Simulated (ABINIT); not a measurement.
# Ta3N (P-3m1) in ABINIT: notebook

One crystal, Ta3N, is run at these levels: PBEsol, LDA; tasks: band structure.

All numbers are computed with ABINIT 10.8.3 (patched build); they aren't measurements. Logs are shortened: lines on timing, memory, paths and dates and some standing lists are left out, and cuts for length are marked. The log counts tension as positive stress, the text compression.

## 1. Starting point

Symmetry: P-3m1, No. 164, trigonal system. The conventional cell has a = 3.032 Å, b = 3.032 Å, c = 7.524 Å, α = 90.00°, β = 90.00°, γ = 120.00°. Ta (site symmetry 3m) has 3 N at 2.19 Å as nearest neighbours. Ta (site symmetry -3m) is surrounded by 12 Ta at 3.01 to 3.03 Å. Around N (site symmetry -3m) lie 6 Ta at 2.19 Å.

The cell comes from a database or a generator and needn't be the stable form of this composition.

## 2. Band structure, PBEsol

File run.abi:

```
# Datasets: ground state, then fixed potential
ndtset 2

# Pseudopotentials
pp_dirpath "./"
pseudos "Ta.upf, N.upf"

# Structure
acell 3.0322239879 3.0322239879 7.524137 Angstrom
rprim
     1.0000000000     0.0000000000     0.0000000000
    -0.5000000000     0.8660254038     0.0000000000
     0.0000000000     0.0000000000     1.0000000000
ntypat 2
znucl 73 7
natom 4
typat 1 1 1 2
xred
     0.6666666667     0.3333333333     0.8260700000
     0.3333333333     0.6666666667     0.1739300000
     0.0000000000     0.0000000000     0.5000000000
     0.0000000000     0.0000000000     0.0000000000

# Plane-wave basis
ecut 42.0

# Exchange and correlation
ixc -116133

# Bands and occupations
occopt 3
tsmear 0.05 eV

# SCF cycle
nstep 100

# Output
iomode 3
prtwf 0
prteig 0
prtebands 0
enunit 1
prtden1 1

# Dataset 1
kptopt1 1
ngkpt1 10 10 4
nshiftk1 1
shiftk1 0.0 0.0 0.0
nband1 27
tolvrs1 1.0e-10

# Dataset 2: bands along G-M-K-G-A-L-H-A
iscf2 -2
getden2 1
nband2 33
nbdbuf2 4
tolwfr2 1.0e-11
kptopt2 -7
ndivsm2 8
prteig2 1
kptbounds2
     0.0000000000     0.0000000000     0.0000000000
     0.5000000000     0.0000000000     0.0000000000
     0.3333333333     0.3333333333     0.0000000000
     0.0000000000     0.0000000000     0.0000000000
     0.0000000000     0.0000000000     0.5000000000
     0.5000000000     0.0000000000     0.5000000000
     0.3333333333     0.3333333333     0.5000000000
     0.0000000000     0.0000000000     0.5000000000
```

Potentials or basis: PseudoDojo NC SR PBEsol v0.4.1 standard.

The run is started by

```
> abinit run.abi > log 2>&1
```

run.abo:

```text
.Version 10.8.3 of ABINIT
 DATASET    1 : space group P-3 m 1 (#164); Bravais hP (primitive hexag.)
================================================================================
 Values of the parameters that define the memory need for DATASET  1.
     intxc =       0    ionmov =       0      iscf =       7    lmnmax =       8
     lnmax =       8     mgfft =      90  mpssoang =       4    mqgrid =    4149
     natom =       4  nloc_mem =       1    nspden =       1   nspinor =       1
    nsppol =       1      nsym =      12    n1xccc =    2501    ntypat =       2
    occopt =       3   xclevel =       2
       mpw =        5303          nfft =      116640          nkpt =          50
================================================================================
================================================================================

 DATASET    2 : space group P-3 m 1 (#164); Bravais hP (primitive hexag.)
================================================================================
 Values of the parameters that define the memory need for DATASET  2.
     intxc =       0    ionmov =       0      iscf =      -2    lmnmax =       8
     lnmax =       8     mgfft =      90  mpssoang =       4    mqgrid =    4149
     natom =       4  nloc_mem =       1    nspden =       1   nspinor =       1
    nsppol =       1      nsym =      12    n1xccc =    2501    ntypat =       2
    occopt =       3   xclevel =       2
       mpw =        5317          nfft =      116640          nkpt =         133
================================================================================
================================================================================

--------------------------------------------------------------------------------
------------- Echo of variables that govern the present computation ------------
--------------------------------------------------------------------------------
 -outvars: echo values of preprocessed input variables --------
            acell      5.7300728895E+00  5.7300728895E+00  1.4218558264E+01 Bohr
              amu      1.80947900E+02  1.40067400E+01
             ecut      4.20000000E+01 Hartree
           enunit           1
           getden1          0
           getden2          1
             iscf1          7
             iscf2         -2
                       outvar_i_n : Printing only first  50 k-points.
              ixc     -116133
           jdtset        1    2
                       outvar_i_n : Printing only first  50 k-points.
           kptopt1          1
           kptopt2         -7
         kptrlatt       10    0    0      0   10    0      0    0    4
          kptrlen1     5.68742331E+01
          kptrlen2     3.00000000E+01
            natom           4
            nband1         27
            nband2         33
           nbdbuf1          0
           nbdbuf2          4
           ndtset           2
           ndivsm1          0
           ndivsm2          8
            ngfft          36      36      90
             nkpt1         50
             nkpt2        133
            nstep         100
             nsym          12
           ntypat           2
           occopt           3
        prtebands           0
           prteig1          0
           prteig2          1
            prtwf           0
            rprim      1.0000000000E+00  0.0000000000E+00  0.0000000000E+00
                      -5.0000000000E-01  8.6602540380E-01  0.0000000000E+00
                       0.0000000000E+00  0.0000000000E+00  1.0000000000E+00
           shiftk1     0.00000000E+00  0.00000000E+00  0.00000000E+00
           shiftk2     5.00000000E-01  5.00000000E-01  5.00000000E-01
          spgroup         164
           tolvrs1     1.00000000E-10
           tolvrs2     0.00000000E+00
           tolwfr1     0.00000000E+00
           tolwfr2     1.00000000E-11
           tsmear      1.83746611E-03 Hartree
            typat      1  1  1  2
                       outvars : Printing only first  50 k-points.
           xangst      1.5161119940E+00  8.7532766784E-01  6.2154638516E+00
                      -3.3027628564E-16  1.7506553357E+00  1.3086731484E+00
                       0.0000000000E+00  0.0000000000E+00  3.7620685000E+00
                       0.0000000000E+00  0.0000000000E+00  0.0000000000E+00
[... 227 lines left out ...]
 Non-SCF case, kpt    2 (  0.02174  0.00000  0.00000), residuals and eigenvalues=
  5.10E-12  4.48E-12  3.92E-12  2.16E-12  1.60E-12  4.07E-12  3.24E-12  1.81E-12
[... 1568 lines left out ...]
  5.5069E-01  5.5121E-01  5.5351E-01  5.7292E-01  5.7450E-01  6.5604E-01
  6.6069E-01  6.7212E-01  7.2125E-01
 Non-SCF case, kpt  133 (  0.00000  0.00000  0.50000), residuals and eigenvalues=
  6.76E-12  3.64E-12  2.37E-12  1.74E-12  1.36E-12  1.58E-12  1.36E-12  3.02E-12
  2.66E-12  2.42E-12  2.19E-12  5.03E-12  3.01E-12  6.97E-12  9.74E-12  2.56E-12
  6.51E-12  3.80E-12  5.48E-12  3.58E-12  7.58E-12  6.32E-12  9.74E-12  2.60E-12
  3.26E-12  2.41E-12  6.88E-12  9.58E-12  4.80E-12  4.46E-12  1.75E-07  3.19E-08
  7.45E-10
 -2.0033E+00 -2.0024E+00 -1.9827E+00 -7.8684E-01 -7.6726E-01 -7.6069E-01
 -7.6069E-01 -7.5941E-01 -7.5941E-01 -7.4672E-01 -7.3769E-01 -7.3769E-01
 -1.1717E-01  1.8280E-01  2.7904E-01  3.0782E-01  3.0782E-01  3.6953E-01
  4.6107E-01  4.6536E-01  4.9735E-01  4.9735E-01  5.2662E-01  5.2662E-01
  5.5145E-01  5.5347E-01  5.5347E-01  5.7094E-01  5.7094E-01  6.6084E-01
  6.6084E-01  6.6824E-01  7.2005E-01

--- !ResultsGS
iteration_state: {dtset: 2, }
comment   : Summary of ground state results
lattice_vectors:
- [  5.7300729,   0.0000000,   0.0000000, ]
- [ -2.8650364,   4.9623887,   0.0000000, ]
- [  0.0000000,   0.0000000,  14.2185583, ]
lattice_lengths: [   5.73007,    5.73007,   14.21856, ]
lattice_angles: [ 90.000,  90.000, 120.000, ] # degrees, (23, 13, 12)
lattice_volume:   4.0430256E+02
convergence: {deltae:  0.000E+00, res2:  0.000E+00, residm:  9.998E-12, diffor:  0.000E+00, }
etotal    :  -2.05660919E+02
entropy   :   0.00000000E+00
fermie    :   5.06880380E-01
cartesian_stress_tensor: null
pressure_GPa: null
xred      :
- [  6.6667E-01,   3.3333E-01,   8.2607E-01, Ta]
- [  3.3333E-01,   6.6667E-01,   1.7393E-01, Ta]
- [  0.0000E+00,   0.0000E+00,   5.0000E-01, Ta]
- [  0.0000E+00,   0.0000E+00,   0.0000E+00,  N]
cartesian_forces: null
force_length_stats: {min: null, max: null, mean: null, }
...

 Integrated electronic density in atomic spheres:
 ------------------------------------------------
 Atom  Sphere_radius  Integrated_density
    1        2.00000          9.24622282
    2        2.00000          9.24622282
    3        2.00000          9.18510342
    4        2.00000          5.33317108
================================================================================

 ----iterations are completed or convergence reached----

 Mean square residual over all n,k,spin=   51.468E-13; max=  99.982E-13
 reduced coordinates (array xred) for    4 atoms
       0.666666666667      0.333333333333      0.826070000000
       0.333333333333      0.666666666667      0.173930000000
       0.000000000000      0.000000000000      0.500000000000
       0.000000000000      0.000000000000      0.000000000000

 cartesian coordinates (angstrom) at end:
    1      1.51611199395000     0.87532766784438     6.21546385159000
    2     -0.00000000000000     1.75065533568876     1.30867314841000
    3      0.00000000000000     0.00000000000000     3.76206850000000
    4      0.00000000000000     0.00000000000000     0.00000000000000
 length scales=  5.730072889539  5.730072889539 14.218558263809 bohr
              =  3.032223987900  3.032223987900  7.524137000000 angstroms
 Eigenvalues (   eV  ) for nkpt= 133  k points:
 kpt#   1, nband= 33, wtk=  1.00000, kpt=  0.0000  0.0000  0.0000 (reduced coord)
 -54.51272  -54.48639  -53.95074  -21.32198  -21.03572  -20.69667  -20.69667  -20.66772
 -20.66772  -20.24946  -20.07348  -20.07348   -3.20698    5.27599    7.04472    8.38211
   8.38211   10.24783   12.40920   13.31860   13.31860   13.47962   14.06126   14.06126
  14.72450   15.64438   15.64438   16.06954   16.06954   17.09661   17.59316   17.59316
  19.02648
 kpt#   2, nband= 33, wtk=  1.00000, kpt=  0.0217  0.0000  0.0000 (reduced coord)
 -54.51246  -54.48619  -53.95053  -21.32123  -21.03525  -20.70036  -20.69784  -20.67091
 -20.66819  -20.24943  -20.07661  -20.07420   -3.20215    5.28936    7.04891    8.37338
   8.38257   10.26178   12.38282   13.28739   13.33091   13.48931   14.01960   14.07119
  14.76708   15.59436   15.63128   16.08810   16.09841   17.13528   17.59446   17.61344
  19.03684
 kpt#   3, nband= 33, wtk=  1.00000, kpt=  0.0435  0.0000  0.0000 (reduced coord)
 -54.51167  -54.48558  -53.94990  -21.31901  -21.03389  -20.71125  -20.70126  -20.68045
 -20.66962  -20.24936  -20.08591  -20.07634   -3.18780    5.32914    7.05988    8.35010
   8.38382   10.30230   12.30648   13.19908   13.36754   13.51758   13.92278   14.10084
  14.85584   15.47567   15.60213   16.13261   16.16958   17.23870   17.60065   17.67464
[... 767 lines left out ...]
  14.86138   14.88826   15.15740   15.70627   15.84818   17.65898   17.96706   18.40471
  19.60667
 kpt# 132, nband= 33, wtk=  1.00000, kpt=  0.0128  0.0128  0.5000 (reduced coord)
 -54.51124  -54.48744  -53.95046  -21.40974  -20.87846  -20.70313  -20.70056  -20.66923
 -20.66539  -20.31821  -20.07681  -20.07442   -3.18364    4.98928    7.60593    8.34510
   8.37686   10.07933   12.53583   12.66378   13.48218   13.54774   14.32133   14.34281
  14.98491   14.99906   15.06172   15.59000   15.63287   17.85180   17.97842   18.28924
  19.62621
 kpt# 133, nband= 33, wtk=  1.00000, kpt=  0.0000  0.0000  0.5000 (reduced coord)
 -54.51151  -54.48766  -53.95068  -21.41108  -20.87833  -20.69948  -20.69948  -20.66472
 -20.66472  -20.31920  -20.07368  -20.07368   -3.18846    4.97422    7.59319    8.37625
   8.37625   10.05538   12.54629   12.66302   13.53353   13.53353   14.33014   14.33014
  15.00570   15.06076   15.06076   15.53594   15.53594   17.98226   17.98227   18.18373
  19.59347

== END DATASET(S) ==============================================================
================================================================================

 -outvars: echo values of variables after computation  --------
            acell      5.7300728895E+00  5.7300728895E+00  1.4218558264E+01 Bohr
           etotal1    -2.0566091891E+02
            fcart1     1.4097439640E-28  8.1391605710E-29  7.7021636203E-03
                      -4.6991465468E-29 -2.7130535237E-29 -7.7021636203E-03
                      -4.6991465468E-29 -2.7130535237E-29 -0.0000000000E+00
                      -4.6991465468E-29 -2.7130535237E-29 -0.0000000000E+00
            rprim      1.0000000000E+00  0.0000000000E+00  0.0000000000E+00
                      -5.0000000000E-01  8.6602540380E-01  0.0000000000E+00
                       0.0000000000E+00  0.0000000000E+00  1.0000000000E+00
           strten1     2.8236482616E-04  2.8236482547E-04  2.6111263092E-04
                       0.0000000000E+00  0.0000000000E+00  0.0000000000E+00
           xangst      1.5161119940E+00  8.7532766784E-01  6.2154638516E+00
                      -3.3027628564E-16  1.7506553357E+00  1.3086731484E+00
                       0.0000000000E+00  0.0000000000E+00  3.7620685000E+00
                       0.0000000000E+00  0.0000000000E+00  0.0000000000E+00
             xred      6.6666666667E-01  3.3333333333E-01  8.2607000000E-01
                       3.3333333333E-01  6.6666666667E-01  1.7393000000E-01
                       0.0000000000E+00  0.0000000000E+00  5.0000000000E-01
                       0.0000000000E+00  0.0000000000E+00  0.0000000000E+00
 Calculation completed.
```

Run time: 24 min. Hardware: 1 thread of Intel Xeon Platinum 8175M at 2.50GHz (Skylake/Cascade Lake), shared host; peak memory 0.43 GiB.

What came out:

| Quantity | Value |
| --- | --- |
| Free energy | -5596.3187 eV |
| Pressure | -8.1 GPa |
| Largest force | 0.396 eV/Å |
| Band gap on the k mesh | none (metal or under the smearing width) |
| Valence electrons inside the program's atomic spheres | Ta 9.25, 9.19; N 5.33 |

Forces on the atoms (eV/Å):
```
Ta   0.000  0.000  0.396
Ta   0.000  0.000 -0.396
Ta   0.000  0.000  0.000
N    0.000  0.000  0.000
```

Stress tensor (GPa, compression positive):
```
-8.31  0.00  0.00
 0.00 -8.31  0.00
 0.00  0.00 -7.68
```

Levels at the corners of the path, in eV from the Fermi level:
| point | band 20 | band 21 | band 22 | band 23 | band 24 | band 25 |
| --- | --- | --- | --- | --- | --- | --- |
| Γ | -0.47 | -0.47 | -0.31 | 0.27 | 0.27 | 0.93 |
| M | -1.17 | -0.51 | 0.18 | 0.68 | 0.88 | 3.48 |
| K | -1.40 | -1.40 | -0.51 | 0.50 | 0.50 | 3.20 |
| Γ | -0.47 | -0.47 | -0.31 | 0.27 | 0.27 | 0.93 |
| A | -1.13 | -0.26 | -0.26 | 0.54 | 0.54 | 1.21 |
| L | -1.32 | -1.25 | 0.16 | 0.94 | 1.23 | 2.40 |
| H | -1.43 | -1.43 | -1.40 | 0.42 | 0.42 | 3.02 |
| A | -1.13 | -0.26 | -0.26 | 0.54 | 0.54 | 1.21 |

Caveat: spin-orbit coupling is left out, which moves the levels of the heavy elements.

## 3. Band structure, LDA

Changes to run.abi since step 2:

```diff
@@ -5,3 +5,3 @@
 pp_dirpath "./"
-pseudos "Ta.upf, N.upf"
+pseudos "Ta.LDA_PW-JTH.xml, N.LDA_PW-JTH.xml"
 
@@ -24,6 +24,7 @@
 # Plane-wave basis
-ecut 42.0
+ecut 26.0
+pawecutdg 48.0
 
 # Exchange and correlation
-ixc -116133
+ixc 7
 
@@ -50,3 +51,3 @@
 nband1 27
-tolvrs1 1.0e-10
+tolvrs1 1.0e-9
```

Potentials or basis: JTH PAW LDA v2.0.

The run is started by

```
> abinit run.abi > log 2>&1
```

Wall time 12 min (1 thread of Intel Xeon Platinum 8175M at 2.50GHz (Skylake/Cascade Lake), shared host); peak memory 0.28 GiB.

Results (log left out):

| Quantity | Value |
| --- | --- |
| Free energy | -5111.8733 eV |
| Pressure | -13.7 GPa |
| Largest force | 0.559 eV/Å |
| Band gap on the k mesh | none (metal or under the smearing width) |
| Valence electrons inside the program's atomic spheres | Ta 10.67, 10.49; N 2.58 |

Forces on the atoms (eV/Å):
```
Ta   0.000  0.000  0.559
Ta   0.000  0.000 -0.559
Ta   0.000  0.000  0.000
N    0.000  0.000  0.000
```

Stress tensor (GPa, compression positive):
```
-13.85   0.00   0.00
  0.00 -13.85   0.00
  0.00   0.00 -13.30
```

Levels at the corners of the path, in eV from the Fermi level:
| point | band 19 | band 20 | band 21 | band 22 | band 23 | band 24 | band 25 | band 26 |
| --- | --- | --- | --- | --- | --- | --- | --- | --- |
| Γ | -1.31 | -0.50 | -0.50 | -0.33 | 0.24 | 0.24 | 0.94 | 1.83 |
| M | -3.09 | -1.10 | -0.50 | 0.20 | 0.65 | 0.93 | 3.46 | 4.01 |
| K | -2.35 | -1.38 | -1.38 | -0.49 | 0.50 | 0.50 | 3.17 | 3.17 |
| Γ | -1.31 | -0.50 | -0.50 | -0.33 | 0.24 | 0.24 | 0.94 | 1.83 |
| A | -1.23 | -1.11 | -0.28 | -0.28 | 0.51 | 0.51 | 1.21 | 1.24 |
| L | -2.88 | -1.25 | -1.24 | 0.20 | 0.95 | 1.21 | 2.37 | 4.35 |
| H | -2.39 | -1.40 | -1.40 | -1.38 | 0.42 | 0.42 | 2.99 | 2.99 |
| A | -1.23 | -1.11 | -0.28 | -0.28 | 0.51 | 0.51 | 1.21 | 1.24 |

Caveat: spin-orbit coupling is left out, which moves the levels of the heavy elements.
